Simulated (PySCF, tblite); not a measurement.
# C₇H₁₆BP: geometry, infrared bands and NMR shifts

What infrared bands and NMR shifts should C₇H₁₆BP (`CB(C)P1CCC[C@H]1C`) show?

Computed with tblite 0.8.0 and PySCF 2.14.0, with density-fitted response routines of our own, on a single molecule in the gas phase. Atoms count from 0, in the outputs and in this text.

**1. Starting geometry**

25 atoms, charge 0, multiplicity 1; geometry from: force field or distance geometry start.

Bonds of the start (Å): C0–B1 1.60, B1–C2 1.61, B1–P3 1.91, P3–C4 1.88, C4–C5 1.54, C5–C6 1.51, C6–C7 1.53, C7–C8 1.50, C7–P3 1.86, C0–H9 1.11, C0–H10 1.13, C0–H11 1.10, C2–H12 1.09, C2–H13 1.10, C2–H14 1.10, C4–H15 1.11, C4–H16 1.10, C5–H17 1.10, C5–H18 1.10, C6–H19 1.13, C6–H20 1.09, C7–H21 1.10, C8–H22 1.12, C8–H23 1.10, C8–H24 1.11.

**2. Relaxing the molecule with GFN2-xTB**

What the job is given:

```
{"job": {"kind": "relax", "xc": "GFN2-xTB", "basis": "xTB"}, "charge": 0, "multiplicity": 1}
C      2.709500     1.183500     0.516700
B      1.801000    -0.080400     0.143000
C      2.623300    -1.453800    -0.008000
P      0.002200    -0.043600     0.782600
C     -0.858400    -1.705500     0.660500
C     -1.838800    -1.395600    -0.480100
C     -2.341100     0.006900    -0.260100
C     -1.121900     0.928800    -0.335500
C     -1.402200     2.285700     0.229500
H      3.498400     0.826500     1.204700
H      2.083600     1.957600     1.042200
H      3.083100     1.602500    -0.423600
H      3.257800    -1.359200    -0.890800
H      3.255900    -1.573600     0.887700
H      1.902900    -2.284400    -0.117300
H     -1.461900    -1.918700     1.568600
H     -0.178800    -2.510700     0.360000
H     -1.357700    -1.557200    -1.455100
H     -2.684400    -2.078200    -0.336800
H     -2.657800     0.055000     0.821200
H     -3.158000     0.311000    -0.922600
H     -0.735800     0.979700    -1.367200
H     -0.659500     3.043600    -0.130900
H     -1.338300     2.190900     1.327700
H     -2.434100     2.613000    -0.028700
```

Started as:

```
OMP_NUM_THREADS=1 python probes_run.py task.json out
```

This one command runs all jobs of the session in turn.

**Question.** This job is followed by: GFN2-xTB harmonic vibrations, gas phase; GIAO PBE0/pcSseg-1 NMR shielding, non-relativistic, gas phase. What will the session give for the following? strongest single infrared mode (GFN2-xTB); zero-point energy (GFN2-xTB); ¹³C shifts against TMS (PBE0/pcSseg-1, means over atoms taken as alike); ¹H shifts against TMS (PBE0/pcSseg-1, means over atoms taken as alike); ¹¹B shifts against BF3·OEt2 (PBE0/pcSseg-1); ³¹P shifts against H3PO4 (PBE0/pcSseg-1); surface potential, 1st and 99th percentile.

The runs gave:

| quantity | value |
| --- | --- |
| strongest single infrared mode (GFN2-xTB) | 1067 cm⁻¹, 199 km/mol |
| zero-point energy (GFN2-xTB) | 135.8 kcal/mol |
| ¹³C shifts against TMS (PBE0/pcSseg-1, means over atoms taken as alike) | 41.7, 37.4, 36.7, 28.4, 26.7, 14.4 ppm |
| ¹H shifts against TMS (PBE0/pcSseg-1, means over atoms taken as alike) | 2.62, 2.17, 2.13, 2.01, 1.74, 1.49, 1.09, 0.93, 0.92 ppm |
| ¹¹B shifts against BF3·OEt2 (PBE0/pcSseg-1) | 97.5 ppm |
| ³¹P shifts against H3PO4 (PBE0/pcSseg-1) | -22.1 ppm |
| surface potential, 1st and 99th percentile | -1.15 V and 0.65 V |

**Reading.** Over 125 steps the energy fell by 0.953 eV; of the close pairs, P3–C7 changed most, 1.860 to 1.898 Å. No mode is imaginary among the 69: a minimum at this level. The strongest single mode, at 1067 cm⁻¹, is spread over many atoms; the largest shares are those of B1, H12. Unscaled tight-binding wavenumbers are off by several per cent, some by more. Its intensities can rank the bands wrongly. At PBE0/pcSseg-1: Shielding is most anisotropic at B1 (span 200 ppm, paramagnetic term -190 ppm). By nearest atom (PBE0/pcSseg-1), the HOMO sits on P3 61 %; B1 14 % and the LUMO on B1 52 %; P3 12 %.
